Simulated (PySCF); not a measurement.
# C8H10: the cost of one run

Computed with PySCF 2.14.0 and routines of our own; the level stands in each step. Atoms count from 0.

### Step 1. The starting structure

18 atoms, charge 0, multiplicity 1; geometry from: GFN2-xTB.

### Step 2. Excited states: TDA wB97X-D/def2-SVP

What the job is given:

```
{"job": {"kind": "states", "xc": "wB97X-D", "basis": "def2-SVP", "tda": true, "soc": true, "nstates": 5, "ntriplets": 5, "nquad": 4}, "charge": 0, "multiplicity": 1}
C      3.721383     0.847810     1.706959
C      2.653108     0.734391     1.167056
C      1.400642     0.625948     0.538255
C      0.905683    -0.544731     0.108996
C     -0.367719    -0.749518    -0.551386
C     -0.715279    -1.974588    -0.953764
C     -1.300881     0.415815    -0.745600
C     -2.065768     0.722832     0.542943
H      4.654671     0.939751     2.177075
H      0.863052     1.557668     0.422237
H      1.502636    -1.437099     0.253246
H     -0.075821    -2.827636    -0.799886
H     -1.651015    -2.164431    -1.451412
H     -0.743108     1.298820    -1.062874
H     -2.016351     0.174723    -1.533806
H     -2.738072     1.564824     0.393437
H     -1.381692     0.963408     1.353219
H     -2.654231    -0.141671     0.842293
```

With the program's defaults for keys left out, this is: TDA wB97X-D/def2-SVP excited states, vertical, gas phase, spin-orbit mean-field couplings.

Command:

```bash
> OMP_NUM_THREADS=1 python excited_run.py task.json out
```

This one command runs all jobs of the session in turn.

**Question.** How long does this first job take on 1 thread of Arm Neoverse V2, shared host, and how much memory does it need?

About 27 s, with a peak of 0.73 GiB.
